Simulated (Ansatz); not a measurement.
# ClW: the cost of one run

Method: the levels named in each step, in Ansatz 0.2.0.

### Step 1. Starting point

Bond lengths: Cl1–W2 2.230 Å.

Coordinates:

```xyz
2

Cl    0.0000    0.0000    0.0000
W     0.0000    0.0000    2.2302
```

### Step 2. A rough first relaxation, PBE-D4/def2-SVP

Input file input.yaml:

```yaml
crystal:
  periodic: [false, false, false]
  atoms:
    - { symbol: Cl, position_ang: [0.0, 0.0, 0.0] }
    - { symbol: W, position_ang: [0.0, 0.0, 2.23022] }
magnetization:
  spin_polarized: true
  initial_magnetization: 5
basis:
  gaussian: { orbitals: def2-SVP }
hamiltonian:
  xc: pbe
  dispersion: d4
relax:
  f_tol: 0.03
  max_steps: 200
```

The run is started by

```sh
ansatz run input.yaml --threads 2 --pin off --max-ram 5120MiB --backend cpu --events-out ev --progress --plain --runs-dir out
```

What time and memory should one allow on 2 threads of Arm Neoverse V2, shared host?

About 5.2 s, with a peak of 0.12 GiB.
